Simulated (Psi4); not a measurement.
# MP2/6-31G(d) (spherical functions) run of CH7BSi2 (SMILES CB1[SiH2][SiH2]1)

Aim: the vertical singlet–triplet gap of CH7BSi2 at MP2/6-31G* (spherical functions), from 2 runs. 

The calculation is run with Psi4 1.11.

1 further run of the same task is left out (set aside as unsound or not needed). Runs told in other sessions of the task aren't counted.

## Step 1: The structure to begin with

CH7BSi2 has 11 atoms, charge 0, and is taken as a singlet. SMILES: `CB1[SiH2][SiH2]1`. The coordinates come from a PBE0-D4/def2-TZVP relaxation.

Bond lengths: C1–B2 1.566 Å, B2–Si3 1.907 Å, B2–Si4 1.907 Å, C1–H5 1.092 Å, C1–H6 1.099 Å, C1–H7 1.092 Å, Si3–H8 1.482 Å, Si3–H9 1.489 Å, Si4–H10 1.489 Å, Si4–H11 1.482 Å. Some angles: C1–B2–Si3 130.2°, C1–B2–Si4 130.2°, Si3–B2–Si4 83.2°, B2–C1–H5 114.1°, B2–C1–H6 106.3°, B2–C1–H7 114.1°, B2–Si3–H8 124.3°, B2–Si3–H9 125.0°, B2–Si4–H10 124.9°, B2–Si4–H11 124.3°. A long bond or contact: Si3–Si4 2.531 Å.

## Step 2: A single-point energy at MP2/6-31G(d) (spherical functions)

ch7bsi2.py

```python
import psi4

psi4.set_memory('2200 MB')
psi4.set_num_threads(1)
psi4.set_output_file('run.log', False)

geom = psi4.geometry("""
0 1
C     -0.49869872     3.38922380     0.18802775
B     -0.85151059     0.45920345    -0.03136945
Si     0.03552685    -2.17053943     2.26653751
Si     0.39740940    -1.85741181    -2.49217081
H      0.31293865     4.00962089     1.98194476
H     -2.40240882     4.21238850     0.09656500
H      0.56880756     4.22920707    -1.36627199
H     -0.90555676    -4.80236100     2.09192682
H      1.65710084    -1.84323886     4.54271263
H      2.34137067    -1.25251048    -4.43443132
H     -0.53139099    -4.48091859    -2.80473151
units bohr
symmetry c1
no_reorient
no_com
""")

psi4.set_options({
    'basis': '6-31G*',
    'puream': True,
    'e_convergence': 1e-09,
    'd_convergence': 1e-08,
    'scf_type': 'pk',
    'num_frozen_docc': 12,
    'mp2_type': 'conv',
})

result, w = psi4.energy('mp2', molecule=geom, return_wfn=True)
print(f'mp2 energy: {result:.10f} Eh')
for k, v in sorted(psi4.core.scalar_variables().items()):
    print(f'{k:45s} {v:18.10f}')
```

On the command line:

```
$ python ch7bsi2.py
```

run.log:

```text
[...]
  Running in c1 symmetry.
[...]
  Nuclear repulsion =  181.476428613285634
[...]
  Multiplicity = 1
[...]
  Nalpha       = 23
  Nbeta        = 23
[...]
    Number of basis functions: 78
[...]
   @RHF iter   1:  -644.26603714906491   -6.81245e-01   4.33320e-03 DIIS/ADIIS
[...]
   @RHF iter  12:  -644.36150571187193   -1.46656e-11   6.69625e-09 DIIS
[...]
    Orbital Energies [Eh]
    ---------------------
    Doubly Occupied:
       1A    -68.755689     2A    -68.755670     3A    -11.201292
       4A     -7.594951     5A     -6.122414     6A     -6.122347
       7A     -4.228057     8A     -4.227838     9A     -4.226605
      10A     -4.226555    11A     -4.225903    12A     -4.225842
      13A     -0.949263    14A     -0.786289    15A     -0.662865
      16A     -0.591328    17A     -0.556436    18A     -0.548816
      19A     -0.515657    20A     -0.469577    21A     -0.469521
      22A     -0.359049    23A     -0.294599
[...]
  @RHF Final Energy:  -644.36150571187193
   => Energetics <=
    Nuclear Repulsion Energy =            181.4764286132856341
    One-Electron Energy =               -1251.4427451904707596
    Two-Electron Energy =                 425.6048108653131976
    Total Energy =                       -644.3615057118719278
[...]
 Multipole Moments:
 ------------------------------------------------------------------------------------
     Multipole            Electronic (a.u.)      Nuclear  (a.u.)        Total (a.u.)
 ------------------------------------------------------------------------------------
 L = 1.  Multiply by 2.5417464519 to convert [e a0] to [Debye]
 Dipole X            :          0.0975101           -0.1477766           -0.0502665
 Dipole Y            :         33.7763977          -33.6877698            0.0886279
 Dipole Z            :          2.0812912           -2.0798326            0.0014587
 Magnitude           :                                                    0.1019007
[...]
	SCS-MP2 Total Energy (a.u.)        :  -644.74402778452531
	SOS-MP2 Total Energy (a.u.)        :  -644.74659817879228
	SCSN-MP2 Total Energy (a.u.)       :  -644.50434081670699
[...]
	SOS-PI-MP2 Total Energy (a.u.)     :  -644.77622067624770
[...]
	MP2 Total Energy (a.u.)            :  -644.73888699599149
[...]
```

On the terminal:

```text
mp2 energy: -644.7388869960 Eh
CURRENT CORRELATION ENERGY                         -0.3773812841
CURRENT ENERGY                                   -644.7388869960
CURRENT REFERENCE ENERGY                         -644.3615057119
DD SOLVATION ENERGY                                 0.0000000000
HF KINETIC ENERGY                                 644.8262095959
HF POTENTIAL ENERGY                             -1289.1877153078
HF TOTAL ENERGY                                  -644.3615057119
HF VIRIAL RATIO                                     1.9992793347
MP2 CORRELATION ENERGY                             -0.3773812841
MP2 DOUBLES ENERGY                                 -0.3773812841
MP2 OPPOSITE-SPIN CORRELATION ENERGY               -0.2962249746
MP2 SAME-SPIN CORRELATION ENERGY                   -0.0811563096
MP2 SINGLES ENERGY                                  0.0000000000
MP2 TOTAL ENERGY                                 -644.7388869960
NUCLEAR REPULSION ENERGY                          181.4764286133
ONE-ELECTRON ENERGY                             -1251.4427451905
PCM POLARIZATION ENERGY                             0.0000000000
PE ENERGY                                           0.0000000000
SCF ITERATION ENERGY                             -644.3615057119
SCF ITERATIONS                                     12.0000000000
SCF TOTAL ENERGY                                 -644.3615057119
SCS(N)-MP2 CORRELATION ENERGY                      -0.1428351048
SCS(N)-MP2 TOTAL ENERGY                          -644.5043408167
SCS-MP2 CORRELATION ENERGY                         -0.3825220727
SCS-MP2 TOTAL ENERGY                             -644.7440277845
SCS-MP2-VDW CORRELATION ENERGY                     -0.4197461222
SCS-MP2-VDW TOTAL ENERGY                         -644.7812518341
SOS-MP2 CORRELATION ENERGY                         -0.3850924669
SOS-MP2 TOTAL ENERGY                             -644.7465981788
SOS-PI-MP2 CORRELATION ENERGY                      -0.4147149644
SOS-PI-MP2 TOTAL ENERGY                          -644.7762206762
TWO-ELECTRON ENERGY                               425.6048108653
```

Wall time 3.9 s (1 thread of Intel Xeon 6975P-C (Granite Rapids), shared host); peak memory 0.34 GiB.

## Step 3: The triplet, same level

job.json

```json
{
 "schema_name": "qcschema_input",
 "schema_version": 1,
 "molecule": {
  "schema_name": "qcschema_molecule",
  "schema_version": 2,
  "symbols": ["C", "B", "Si", "Si", "H", "H", "H", "H", "H", "H", "H"],
  "geometry": [-0.49869872, 3.3892238, 0.18802775, -0.85151059, 0.45920345, -0.03136945, 0.03552685, -2.17053943, 2.26653751, 0.3974094, -1.85741181, -2.49217081, 0.31293865, 4.00962089, 1.98194476, -2.40240882, 4.2123885, 0.096565, 0.56880756, 4.22920707, -1.36627199, -0.90555676, -4.802361, 2.09192682, 1.65710084, -1.84323886, 4.54271263, 2.34137067, -1.25251048, -4.43443132, -0.53139099, -4.48091859, -2.80473151],
  "molecular_charge": 0,
  "molecular_multiplicity": 3,
  "fix_symmetry": "c1"
 },
 "driver": "energy",
 "model": {
  "method": "mp2",
  "basis": "6-31G*"
 },
 "keywords": {
  "reference": "uhf",
  "puream": true,
  "e_convergence": 1e-09,
  "d_convergence": 1e-08,
  "scf_type": "pk",
  "num_frozen_docc": 12,
  "mp2_type": "conv",
  "maxiter": 100
 }
}
```

On the command line:

```
$ psi4 --qcschema job.json -n 1 --memory 2200MB
```

stdout:

```text
[...]
  Running in c1 symmetry.
[...]
  Nuclear repulsion =  181.476428613285663
[...]
  Multiplicity = 3
[...]
  Nalpha       = 24
  Nbeta        = 22
[...]
    Number of basis functions: 78
[...]
   @UHF iter   1:  -644.15396665044830   -5.69174e-01   4.72529e-03 DIIS/ADIIS
[...]
   @UHF iter  20:  -644.26947100139830   -1.13687e-11   6.19007e-09 DIIS
[...]
   @S^2 Observed:                2.024498590E+00
[...]
    Orbital Energies [Eh]
    ---------------------
    Alpha Occupied:
       1A    -68.775940     2A    -68.775826     3A    -11.180889
       4A     -7.546788     5A     -6.141831     6A     -6.141706
       7A     -4.251984     8A     -4.251828     9A     -4.244819
      10A     -4.244678    11A     -4.243360    12A     -4.243199
      13A     -0.928433    14A     -0.813690    15A     -0.682576
      16A     -0.603793    17A     -0.540757    18A     -0.538083
      19A     -0.523521    20A     -0.480709    21A     -0.459590
      22A     -0.363297    23A     -0.362489    24A     -0.204877
    Alpha Virtual:
      25A      0.043116    26A      0.133962    27A      0.167892
[...]
  @UHF Final Energy:  -644.26947100139830
   => Energetics <=
    Nuclear Repulsion Energy =            181.4764286132856625
    One-Electron Energy =               -1251.2171090901240404
    Two-Electron Energy =                 425.4712094754399914
    Total Energy =                       -644.2694710013984150
  UHF NO Occupations:
  HONO-2 :   22  A 1.9930306
  HONO-1 :   23  A 1.0000000
  HONO-0 :   24  A 1.0000000
  LUNO+0 :   25  A 0.0069694
  LUNO+1 :   26  A 0.0023516
[...]
 Multipole Moments:
 ------------------------------------------------------------------------------------
     Multipole            Electronic (a.u.)      Nuclear  (a.u.)        Total (a.u.)
 ------------------------------------------------------------------------------------
 L = 1.  Multiply by 2.5417464519 to convert [e a0] to [Debye]
 Dipole X            :         -0.8969291            1.0274886            0.1305595
 Dipole Y            :         -2.5058517            2.0835424           -0.4223093
 Dipole Z            :         -0.2355863            0.2159402           -0.0196462
 Magnitude           :                                                    0.4424669
[...]
	SCS-MP2 Total Energy (a.u.)        :  -644.62831444227288
	SOS-MP2 Total Energy (a.u.)        :  -644.60238579934537
	SCSN-MP2 Total Energy (a.u.)       :  -644.40637423605529
[...]
	SOS-PI-MP2 Total Energy (a.u.)     :  -644.65787159900333
[...]
	MP2 Total Energy (a.u.)            :  -644.62468592846994
[...]
```

The result, in JSON:

```text
{
 "driver": "energy",
 "model": {
  "method": "mp2",
  "basis": "6-31G*"
 },
 "success": true,
 "return_result": -644.62468592847,
 "properties": {
  "calcinfo_nbasis": 78,
  "calcinfo_nmo": 78,
  "calcinfo_nalpha": 24,
  "calcinfo_nbeta": 22,
  "calcinfo_natom": 11,
  "nuclear_repulsion_energy": 181.47642861328566,
  "return_energy": -644.62468592847,
  "scf_one_electron_energy": -1251.217109090124,
  "scf_two_electron_energy": 425.47120947544,
  "scf_dipole_moment": [0.13055949751822182, -0.42230933360268086, -0.019646187631380263],
  "scf_total_energy": -644.2694710013983,
  "scf_iterations": 20,
  "mp2_same_spin_correlation_energy": -0.07778592878242109,
  "mp2_opposite_spin_correlation_energy": -0.27742899828926637,
  "mp2_singles_energy": 0.0,
  "mp2_doubles_energy": -0.35521492707168745,
  "mp2_correlation_energy": -0.3552149270716427,
  "mp2_total_energy": -644.62468592847
 }
}
```

Run time: 4.8 s. Hardware: 1 thread of Intel Xeon 6975P-C (Granite Rapids), shared host; peak memory 0.34 GiB.

## Step 4: Summary of results

At MP2/6-31G* (spherical functions), 12 core orbitals frozen:

```
                                                           quantity          value
                                              singlet: total energy  -644.73889 Eh
                       singlet: HOMO energy (Hartree–Fock orbitals)       -8.02 eV
                       singlet: LUMO energy (Hartree–Fock orbitals)        1.97 eV
                     singlet: HOMO–LUMO gap (Hartree–Fock orbitals)        9.99 eV
              singlet: correlation energy (12 core orbitals frozen)     -377.4 mEh
                                              triplet: total energy  -644.62469 Eh
triplet: HOMO energy (Hartree–Fock orbitals) (highest over α and β)       -5.57 eV
 triplet: LUMO energy (Hartree–Fock orbitals) (lowest over α and β)       -0.61 eV
              triplet: correlation energy (12 core orbitals frozen)     -355.2 mEh
                         triplet: ⟨S²⟩ of the reference determinant          2.024
                   vertical energy of the triplet above the singlet       3.108 eV
```

What this shows: At this shape the triplet lies 3.11 eV (72 kcal/mol) above the singlet. With no_com the log's rotational constants are taken about the origin, not the centre of mass, so they aren't the molecule's.
